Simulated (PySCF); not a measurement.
# ZnCl: from the state search to spectroscopic constants

Aim: find the lowest electronic state of ZnCl, scan its bond at several levels of theory, and get bond length, wavenumber and dissociation energy from each curve.

Method: Zn x2c-SVPall, Cl x2c-SVPall, spin-free X2C with a Gaussian nucleus; program: PySCF 2.14.0.

## (1) Set-up

A driver script around PySCF takes these settings:

```yaml
atoms: Zn, Cl
charge: 0
basis: Zn x2c-SVPall, Cl x2c-SVPall
Hamiltonian: spin-free X2C with a Gaussian nucleus
basis_functions: 54
electrons_treated: 47
masses_in_u: 63.9291, 34.9689
levels: PBE0, PBE, r²SCAN, BP86, LDA, TPSSh, HSE06, HF, MP2, SCS-MP2
grid: 80 radial by 434 angular points
occupations: held fixed by the projection of orbital angular momentum
dissociation_limit: Zn + Cl, each in its ground configuration
starting_distance_in_angstrom: 2.160
values_of_2S_to_try: 1, 3
```

On the command line:

```sh
OMP_NUM_THREADS=1 python dia.py task.json out
```

The runs that follow: PBE0 along the bond; Other states along the same grid; PBE; r²SCAN (meta-GGA); BP86 (GGA); LDA; TPSSh (hybrid meta-GGA); HSE06 (range-separated hybrid); UHF (mean field).

**Question.** What will these runs give? Wanted: for each run, Re; ωe; De; μ.

As calculated:

Lowest PBE0 solution found, without spin–orbit coupling: ²Σ⁺ (doublet), unpaired electrons σ ↑. State 2 has its PBE0 minimum 7.05 eV higher. The other levels ran on the lowest alone.

| level | Re (Å) | ωe (cm⁻¹) | De (eV) | μ (D) |
| --- | --- | --- | --- | --- |
| UHF | 2.185 | 390 | 1.72 | -3.62 |
| UHF-MP2 | 2.140 | 417 | 2.18 | n/a |
| UHF-SCS-MP2 | 2.150 | 410 | 1.96 | n/a |
| LDA | 2.137 | 385 | 2.48 | -2.22 |
| PBE | 2.184 | 358 | 2.05 | -2.47 |
| BP86 | 2.188 | 355 | 1.96 | -2.49 |
| r²SCAN | 2.158 | 383 | 2.27 | -2.69 |
| TPSSh | 2.176 | 370 | 2.16 | -2.77 |
| PBE0 | 2.167 | 378 | 2.11 | -2.84 |
| HSE06 | 2.167 | 377 | 2.07 | -2.82 |

De is counted to Zn + Cl in their ground configurations. A positive dipole means Zn(−)Cl(+).

What this shows: Bond lengths run from 2.137 Å (LDA) to 2.188 Å (BP86). Of the levels with a De here, UHF gives the least (1.72 eV) and LDA the most (2.48 eV).

Correlated steps freeze 10 core orbitals.
